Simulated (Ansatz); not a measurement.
# AlH2ClO (SMILES [OH][AlH][Cl]) at CCSDTQ/STO-3G

Aim: the electronic atomisation energy of AlH2ClO at CCSDTQ/STO-3G, from 5 runs. 

The calculation is run with Ansatz 0.2.0.

77 further runs of the same task are left out: 5 that didn't finish, 72 set aside as unsound or not needed.

### 1 Starting point

AlH2ClO has 5 atoms, charge 0, and is taken as a singlet. SMILES: `[OH][AlH][Cl]`. Geometry: relaxed at PBE0-D4/def2-TZVP. This is one conformer, not always the lowest.

Bond lengths: O1–Al2 1.684 Å, Al2–Cl3 2.096 Å, O1–H4 0.956 Å, Al2–H5 1.563 Å. Angles: O1–Al2–Cl3 119.8°, O1–Al2–H5 119.3°, Cl3–Al2–H5 120.9°, Al2–O1–H4 124.3°.

### 2 A single-point energy at CCSDTQ/STO-3G

run.yaml

```yaml
crystal:
  periodic: [false, false, false]
  atoms:
    - symbol: O
      position_ang: [-1.110100, 0.370900, -0.514400]
    - symbol: Al
      position_ang: [0.431000, 0.184900, 0.137500]
    - symbol: Cl
      position_ang: [1.114900, -1.725400, 0.662800]
    - symbol: H
      position_ang: [-1.719500, -0.349100, -0.669500]
    - symbol: H
      position_ang: [1.333500, 1.445000, 0.342200]
basis:
  gaussian:
    orbitals: STO-3G
correlation:
  method: ccsdtq
  frozen_orbitals: {Al: 5, Cl: 5, H: 0, O: 1}
accuracy: high
scf:
  omitted_lower_state_checks: [cluster_reference, increment]
```

The run is started by

```console
$ ansatz run run.yaml --threads 1 --pin off --max-ram 2610MiB --events-out events.jsonl --progress --plain --runs-dir runs
```

Log:

```text
Warning: RAYON_NUM_THREADS=1 ignored (pool sized by the plan → 1); use --threads N
Functional definition: HF
  name "HF"
  exchange = exact_x
  correlation = 0
these checks for a lower state are left out or cut short: cluster_reference, increment
456 factors; integrals over basis functions are off by at most 1.7e-8 eV
mean field evaluation 1: about -20915.5571 eV, gradient 2.5e1 eV
mean field evaluation 2: about -20915.5825 eV, gradient 2.5e1 eV
mean field evaluation 4: about -20917.8730 eV, gradient 1.2e0 eV
mean field evaluation 8: about -20917.8796 eV, gradient 9.3e-6 eV
mean field -20917.87955558 eV, -768.7178950197 hartree, gradient 2.2e-8 eV, S^2 0.000000; 0 other end points of the search recorded, 0 dependent functions left out
11 core orbitals not correlated: weight in the atoms' cores, before any rotation towards them, 0.999 or more for the frozen orbitals, at most 0.000 for the correlated occupied ones
reference -20917.87955558 eV, -768.7178950197 hartree; 9, 9 occupied and 5, 5 virtual orbitals, 456 factors
second order -1.80873875 eV of doubles, -0.00000000 eV of singles
cycle   1  -2.07765550 eV  change   -2.7e-1 eV  update   8.3e-2
cycle   2  -2.29225134 eV  change   -2.1e-1 eV  update   3.9e-2
cycle   3  -2.39248059 eV  change   -1.0e-1 eV  update   2.5e-2
cycle   4  -2.40751703 eV  change   -1.5e-2 eV  update   8.9e-3
cycle   5  -2.40794075 eV  change   -4.2e-4 eV  update   6.4e-3
cycle   6  -2.40768901 eV  change    2.5e-4 eV  update   3.1e-3
cycle   7  -2.40802965 eV  change   -3.4e-4 eV  update   8.0e-4
cycle   8  -2.40785514 eV  change    1.7e-4 eV  update   5.6e-4
cycle   9  -2.40770548 eV  change    1.5e-4 eV  update   1.3e-4
cycle  10  -2.40775058 eV  change   -4.5e-5 eV  update   9.5e-5
cycle  11  -2.40775362 eV  change   -3.0e-6 eV  update   4.6e-5
cycle  12  -2.40775104 eV  change    2.6e-6 eV  update   1.1e-5
cycle  13  -2.40775418 eV  change   -3.1e-6 eV  update   5.4e-6
cycle  14  -2.40775622 eV  change   -2.0e-6 eV  update   3.3e-6
cycle  15  -2.40775520 eV  change    1.0e-6 eV  update   9.6e-7
cycle  16  -2.40775465 eV  change    5.5e-7 eV  update   5.7e-7
cycle  17  -2.40775446 eV  change    1.9e-7 eV  update   1.6e-7
cycle  18  -2.40775443 eV  change    3.6e-8 eV  update   5.0e-8
cycle  19  -2.40775439 eV  change    3.6e-8 eV  update   3.9e-8
cycle  20  -2.40775441 eV  change   -2.1e-8 eV  update   1.4e-8
cycle  21  -2.40775442 eV  change   -8.4e-9 eV  update   8.1e-9
cycle  22  -2.40775442 eV  change   7.3e-10 eV  update   5.1e-9
cycle  23  -2.40775442 eV  change   1.3e-10 eV  update   2.1e-9
Total energy: -20920.28731000 eV, -768.8063783625 hartree
Checks for a lower state left out: cluster_reference, increment
```

Wall time 4.2 s (1 thread of AMD EPYC 9R45 (Zen 5), shared host); peak memory 0.17 GiB.

### 3 The Al atom at the same level

run.yaml

```yaml
crystal:
  periodic: [false, false, false]
  atoms:
    - {symbol: Al, position_ang: [0.000000, 0.000000, 0.000000]}
basis:
  gaussian:
    orbitals: STO-3G
magnetization:
  spin_polarized: true
  initial_magnetization: 1
correlation:
  method: ccsdtq
  frozen_orbitals: {Al: 5}
accuracy: high
scf:
  omitted_lower_state_checks: [cluster_reference, increment]
```

Run the same way, it converges to -238.88392 Eh (log not shown).

### 4 The Cl atom

molecule.yaml

```yaml
crystal:
  periodic: [false, false, false]
  atoms:
    - {symbol: Cl, position_ang: [0.000000, 0.000000, 0.000000]}
basis:
  gaussian:
    orbitals: STO-3G
magnetization:
  spin_polarized: true
  initial_magnetization: 1
correlation:
  method: ccsdtq
  frozen_orbitals: {Cl: 5}
accuracy: high
scf:
  omitted_lower_state_checks: [cluster_reference, increment]
```

Run the same way, it converges to -454.54219 Eh (log not shown).

### 5 The H atom: the energy at UHF/STO-3G

molecule.yaml

```yaml
crystal:
  periodic: [false, false, false]
  atoms:
    - {symbol: H, position_ang: [0.000000, 0.000000, 0.000000]}
basis:
  gaussian:
    orbitals: STO-3G
magnetization:
  spin_polarized: true
  initial_magnetization: 1
hamiltonian:
  xc: hf
accuracy: high
```

Run the same way, it converges to -0.46658 Eh (log not shown).

### 6 The O atom

run.yaml

```yaml
crystal:
  periodic: [false, false, false]
  atoms:
    - {symbol: O, position_ang: [0.000000, 0.000000, 0.000000]}
basis:
  gaussian: {orbitals: STO-3G}
scf: {omitted_lower_state_checks: [cluster_reference, increment]}
magnetization: {spin_polarized: true, initial_magnetization: 2}
accuracy: high
correlation: {method: ccsdtq, frozen_orbitals: {O: 1}}
```

Run the same way, it converges to -73.80415 Eh (log not shown).

### 7 Summary of results

At CCSDTQ/STO-3G, 11 core orbitals frozen:

| quantity | value |
| --- | --- |
| molecule: total energy | -768.80638 Eh |
| molecule: correlation energy (11 core orbitals frozen) | -88.5 mEh |
| molecule: T1 diagnostic | 0.015 |
| Al atom: total energy | -238.88392 Eh |
| Al atom: correlation energy (5 core orbitals frozen) | -25.6 mEh |
| Al atom: ⟨S²⟩ of the reference determinant | 0.750 |
| Al atom: T1 diagnostic | 0.000 |
| Cl atom: total energy | -454.54219 Eh |
| Cl atom: correlation energy (5 core orbitals frozen) | 0.0 mEh |
| Cl atom: ⟨S²⟩ of the reference determinant | 0.750 |
| Cl atom: T1 diagnostic | 0.000 |
| H atom: total energy | -0.46658 Eh |
| H atom: ⟨S²⟩ | 0.750 |
| O atom: total energy | -73.80415 Eh |
| O atom: correlation energy (1 core orbital frozen) | 0.0 mEh |
| O atom: ⟨S²⟩ of the reference determinant | 2.000 |
| O atom: T1 diagnostic | 0.000 |
| electronic atomisation energy | 17.496 eV |

Taking the molecule apart into free atoms costs 17.50 eV (1688 kJ/mol), before zero-point energy and without spin-orbit coupling. In a minimal basis such a difference can be off by several eV, whatever the method.
